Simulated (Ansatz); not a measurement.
# Ta: the cost of one run

Method: DFT r2SCAN, scalar-relativistic, plane waves, PAW, in Ansatz 0.2.0.

## 1. The structure to begin with

The structure is cubic, space group Fm-3m (No. 225). Conventional cell: a = 4.220 Å, b = 4.220 Å, c = 4.220 Å, α = 90.00°, β = 90.00°, γ = 90.00°. Ta (site symmetry m-3m) has 12 Ta at 2.98 Å as nearest neighbours.

Coordinates:

```cif
data_structure
_symmetry_space_group_name_H-M 'Fm-3m'
_symmetry_Int_Tables_number 225
_cell_length_a 4.2200
_cell_length_b 4.2200
_cell_length_c 4.2200
_cell_angle_alpha 90.000
_cell_angle_beta 90.000
_cell_angle_gamma 90.000
_cell_volume 75.15
loop_
_atom_site_label
_atom_site_type_symbol
_atom_site_symmetry_multiplicity
_atom_site_Wyckoff_symbol
_atom_site_fract_x
_atom_site_fract_y
_atom_site_fract_z
_atom_site_occupancy
Ta1 Ta 4 a 0.00000 0.00000 0.00000 1
```

No relaxation comes first: the listed cell is the starting point.

## 2. The reference cell

Reference values: F = -9944.0810 eV; pressure -1.66 GPa; largest force 0.000 eV/Å; gap on the mesh none (metal). It was computed beforehand with the settings of the runs below.

## 3. Setting up a tetragonal deformation path

At fixed volume and fractional coordinates, lengths along (0.000, 0.000, 1.000) are scaled against those across it; ρ is that ratio over its starting value.

## 4. ρ = 0.707

Contents of input.yaml:

```yaml
crystal:
  lattice:
    - [0.0, 2.3685141521, 1.6745395056]
    - [2.3685141521, 0.0, 1.6745395056]
    - [2.3685141521, 2.3685141521, 0.0]
  atoms:
    - { symbol: Ta, position: [0.0, 0.0, 0.0] }
basis:
  ecutwfc: 500
kpoints:
  mp_grid: { grid: [22, 22, 22] }
hamiltonian:
  xc: r2scan
scf:
  occupations: { method: gaussian, width: 0.15 }
output:
  forces: true
  stress: true
  eigenvalues: true
```

Launch:

```
> ansatz run input.yaml --threads 1 --pin off --max-ram 2560MiB --backend cpu --events-out ev --progress --plain --runs-dir out
```

**Question.** How long does this run take on 1 thread of Intel Xeon at 2.70GHz, shared host, and how much memory does it need?

About 25 s, with a peak of 0.57 GiB.
